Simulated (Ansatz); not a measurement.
# Ta: the cost of one run

All numbers are computed with the Python package of Ansatz 0.2.0. Level of theory: DFT PBE, plane waves, PAW.

### 1 The structure

Symmetry: Im-3m, No. 229, cubic system. Conventional cell: a = 3.303 Å, b = 3.303 Å, c = 3.303 Å, α = 90.00°, β = 90.00°, γ = 90.00°. Ta (site symmetry m-3m) is surrounded by 8 Ta at 2.86 Å.

No structure file is read: the coordinates are typed or built in the script.

### 2 Script

Input file compress_ta.py:

```python
import warnings

import ansatz as az
import numpy as np
import pandas as pd
from pymatgen.core import Lattice, Structure
from pymatgen.io.ase import AseAtomsAdaptor

def edges_and_angles(cell):
    cell = np.asarray(cell)
    a, b, c = np.linalg.norm(cell, axis=1)
    cosines = cell[1] @ cell[2] / (b * c), cell[0] @ cell[2] / (a * c), cell[0] @ cell[1] / (a * b)
    return (a, b, c, *np.degrees(np.arccos(cosines)))

warnings.simplefilter("ignore", az.DeckWarning)

pmg_structure = Structure(
    Lattice([(-1.65128, 1.65128, 1.65128), (1.65128, -1.65128, 1.65128), (1.65128, 1.65128, -1.65128)]),
    ["Ta"],
    [
        (0.0, 0.0, 0.0),
    ],
)
system = az.Crystal.from_ase(AseAtomsAdaptor.get_atoms(pmg_structure))

calculation = (
    system.calculation()
    .occupations("cold", width=0.1)
    .pseudopotentials("paw")
    .kpoints(mesh=(15, 15, 15))
)

rows = []
for pressure in [0, 5, 10, 20]:
    outcome = calculation.relax(cell=True, pressure=pressure, force_tolerance=0.05, max_steps=60).run(threads=1, backend="cpu")
    cell = outcome.lattice.cell_ang
    n_atoms = len(outcome.lattice.sites)
    volume = abs(np.linalg.det(cell)) / n_atoms
    enthalpy = outcome.report["free_energy_ev"] / n_atoms + pressure * volume / 160.21766
    rows.append((pressure, volume, enthalpy, *edges_and_angles(cell)))
    print(f"{pressure} GPa done: {volume:.4f} A^3/atom")

table = pd.DataFrame(rows, columns=["P_GPa", "V_A3_atom", "H_eV_atom", "a", "b", "c", "alpha", "beta", "gamma"])
print(table.round(4).to_string(index=False))
p, v = np.array([row[0] for row in rows], float), np.array([row[1] for row in rows])
print("mean bulk modulus between rows (GPa):", np.round(-np.diff(p) / np.diff(np.log(v)), 1))
```

### 3 The input behind the calls

The engine receives this input (first run):

```yaml
crystal:
  lattice:
    - [-1.65128, 1.65128, 1.65128]
    - [1.65128, -1.65128, 1.65128]
    - [1.65128, 1.65128, -1.65128]
  atoms:
    - { symbol: Ta, position: [0.0, 0.0, 0.0] }
kpoints:
  mp_grid:
    grid: [15, 15, 15]
hamiltonian:
  pseudopotentials:
    kind: paw
scf:
  occupations:
    method: cold
    width: 0.1
relax:
  f_tol: 0.05
  max_steps: 60
  cell:
    p_target: 0.0
```

### 4 Launch

Run with:

```bash
$ python compress_ta.py
```

Q: Estimate wall time and peak memory on 1 thread of Intel Xeon 6975P-C (Granite Rapids), shared host.

About 12 s, with a peak of 0.5 GiB.
